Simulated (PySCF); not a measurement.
**Kr⁺, Kr²⁺: ionisation energy in aug-cc-pVDZ-PP with ECP10**

Wanted: the ionisation energy of krypton, up a ladder of methods.

The numbers are computed with PySCF 2.14.0 (unrestricted determinants in a Gaussian basis, no spin-orbit coupling in the energies), except any that are marked as measured or tabulated.

6 further runs of the same task are left out: 6 that didn't finish.

**1. The system**

- Element: krypton (Z = 36)
- Basis: aug-cc-pVDZ-PP with ECP10MDF
- Hamiltonian: scalar relativity through the core potential
- State 1: Kr⁺: [Ar] 3d10 4s2 4p5, 2P determinant
- State 2: Kr²⁺: [Ar] 3d10 4s2 4p4, high-spin 3P determinant
- Methods: UHF, M06-2X, PBE, MP2, CCSD(T)
- Core shells frozen in the correlated runs: valence: 3s2 3p6 3d10 (for Kr⁺)

The outer shells:

Kr+ [Ar] 3d10 4s2 4p5
```
[Ar] core
3d [↑↓][↑↓][↑↓][↑↓][↑↓]
4s [↑↓]
4p [↑↓][↑↓][↑ ]
```

Kr2+ [Ar] 3d10 4s2 4p4
```
[Ar] core
3d [↑↓][↑↓][↑↓][↑↓][↑↓]
4s [↑↓]
4p [↑↓][↑ ][↑ ]
```

The runs were made by one driver on top of PySCF. The scripts below sum up each run's settings (the driver also hands on starting orbitals that pick excited configurations, and frozen orbitals as a list rather than a count), and the logs come from the driver's own runs. The driver starts from symmetry-adapted Hartree-Fock orbitals, holds the occupation by maximum overlap and uses a logarithmic radial grid for functionals, so a plain start would take other cycles.

The driver's launch:

```sh
$ OMP_NUM_THREADS=1 python atomrun2.py TASK.json OUT
```

The integrals over 32 functions and the set-up took 0.12 s of CPU time.

**2. Kr⁺: the ladder of methods**

Level: UHF.

The input, input.py:

```python
from pyscf import gto, scf, dft, mp, cc
import basis_set_exchange as bse
txt = bse.get_basis("aug-cc-pVDZ-PP", elements=["Kr"], fmt="nwchem", header=False)
cut = txt.index("\nECP")
mol = gto.M(atom="Kr 0 0 0", charge=1, spin=1, symmetry="D2h",
            basis=gto.basis.parse(txt[:cut]),
            ecp={"Kr": gto.basis.parse_ecp(txt[cut:])})
mf = scf.UHF(mol)
mf.irrep_nelec = {'Ag': (4, 4), 'B1g': (1, 1), 'B2g': (1, 1), 'B3g': (1, 1), 'B1u': (2, 2), 'B2u': (2, 2), 'B3u': (2, 1)}
mf.kernel()
```

Level: M06-2X.

input.py differs from the last one in:

```diff
@@ -7,3 +7,3 @@
             ecp={"Kr": gto.basis.parse_ecp(txt[cut:])})
-mf = scf.UHF(mol)
+mf = dft.UKS(mol, xc="M062X")
 mf.irrep_nelec = {'Ag': (4, 4), 'B1g': (1, 1), 'B2g': (1, 1), 'B3g': (1, 1), 'B1u': (2, 2), 'B2u': (2, 2), 'B3u': (2, 1)}
```

Level: PBE.

input.py differs from the last one in:

```diff
@@ -7,3 +7,3 @@
             ecp={"Kr": gto.basis.parse_ecp(txt[cut:])})
-mf = dft.UKS(mol, xc="M062X")
+mf = dft.UKS(mol, xc="PBE")
 mf.irrep_nelec = {'Ag': (4, 4), 'B1g': (1, 1), 'B2g': (1, 1), 'B3g': (1, 1), 'B1u': (2, 2), 'B2u': (2, 2), 'B3u': (2, 1)}
```

Level: MP2 (valence).

input.py differs from the last one in:

```diff
@@ -7,4 +7,5 @@
             ecp={"Kr": gto.basis.parse_ecp(txt[cut:])})
-mf = dft.UKS(mol, xc="PBE")
+mf = scf.UHF(mol)
 mf.irrep_nelec = {'Ag': (4, 4), 'B1g': (1, 1), 'B2g': (1, 1), 'B3g': (1, 1), 'B1u': (2, 2), 'B2u': (2, 2), 'B3u': (2, 1)}
 mf.kernel()
+mp.UMP2(mf, frozen=9).kernel()
```

Level: CCSD(T) (valence).

input.py differs from the last one in:

```diff
@@ -10,2 +10,3 @@
 mf.kernel()
-mp.UMP2(mf, frozen=9).kernel()
+mycc = cc.CCSD(mf, frozen=9).run()
+mycc.ccsd_t()
```

**3. Kr²⁺**

Level: UHF.

The input, input.py:

```python
from pyscf import gto, scf, dft, mp, cc
import basis_set_exchange as bse
txt = bse.get_basis("aug-cc-pVDZ-PP", elements=["Kr"], fmt="nwchem", header=False)
cut = txt.index("\nECP")
mol = gto.M(atom="Kr 0 0 0", charge=2, spin=2, symmetry="D2h",
            basis=gto.basis.parse(txt[:cut]),
            ecp={"Kr": gto.basis.parse_ecp(txt[cut:])})
mf = scf.UHF(mol)
mf.irrep_nelec = {'Ag': (4, 4), 'B1g': (1, 1), 'B2g': (1, 1), 'B3g': (1, 1), 'B1u': (2, 1), 'B2u': (2, 2), 'B3u': (2, 1)}
mf.kernel()
```

Level: M06-2X.

input.py differs from the last one in:

```diff
@@ -7,3 +7,3 @@
             ecp={"Kr": gto.basis.parse_ecp(txt[cut:])})
-mf = scf.UHF(mol)
+mf = dft.UKS(mol, xc="M062X")
 mf.irrep_nelec = {'Ag': (4, 4), 'B1g': (1, 1), 'B2g': (1, 1), 'B3g': (1, 1), 'B1u': (2, 1), 'B2u': (2, 2), 'B3u': (2, 1)}
```

Level: PBE.

input.py differs from the last one in:

```diff
@@ -7,3 +7,3 @@
             ecp={"Kr": gto.basis.parse_ecp(txt[cut:])})
-mf = dft.UKS(mol, xc="M062X")
+mf = dft.UKS(mol, xc="PBE")
 mf.irrep_nelec = {'Ag': (4, 4), 'B1g': (1, 1), 'B2g': (1, 1), 'B3g': (1, 1), 'B1u': (2, 1), 'B2u': (2, 2), 'B3u': (2, 1)}
```

Level: MP2 (valence).

input.py differs from the last one in:

```diff
@@ -7,4 +7,5 @@
             ecp={"Kr": gto.basis.parse_ecp(txt[cut:])})
-mf = dft.UKS(mol, xc="PBE")
+mf = scf.UHF(mol)
 mf.irrep_nelec = {'Ag': (4, 4), 'B1g': (1, 1), 'B2g': (1, 1), 'B3g': (1, 1), 'B1u': (2, 1), 'B2u': (2, 2), 'B3u': (2, 1)}
 mf.kernel()
+mp.UMP2(mf, frozen=9).kernel()
```

Level: CCSD(T) (valence).

input.py differs from the last one in:

```diff
@@ -10,2 +10,3 @@
 mf.kernel()
-mp.UMP2(mf, frozen=9).kernel()
+mycc = cc.CCSD(mf, frozen=9).run()
+mycc.ccsd_t()
```

Before running it: what results should come out?

**Answer**, as computed:

| quantity | value |
| --- | --- |
| ionisation energy, Kr⁺ | UHF 23.246, CCSD(T) (valence) 23.835 eV; reference 24.360 |

Accuracy against cost (mean over 1 difference):

| method | mean absolute miss against CCSD(T) (valence) (eV) | CPU time, both states (s) |
| --- | --- | --- |
| UHF | 0.589 | 0.19 |
| M06-2X | 0.273 | 1 |
| PBE | 0.430 | 0.54 |
| MP2 (valence) | 0.018 | 0.21 |
| SCS-MP2 (valence) | 0.010 | 0.21 |
| CCSD (valence) | 0.011 |  |
| CCSD(T) (valence) | 0.000 | 0.61 |

The methods span 1.019 eV, from UHF (23.246) to PBE (24.265). The reference is uncertain or not like for like (spin-orbit coupling or other relativistic terms), so no ranking of close methods is drawn. All values hold for this basis alone; no basis-set limit was taken. The dearest level timed, M06-2X, costs 5.3 times the cheapest, UHF, and differs from CCSD(T) (valence) by 0.27 against 0.59 eV; CCSD(T) (valence) in this basis is a yardstick, not the exact answer.
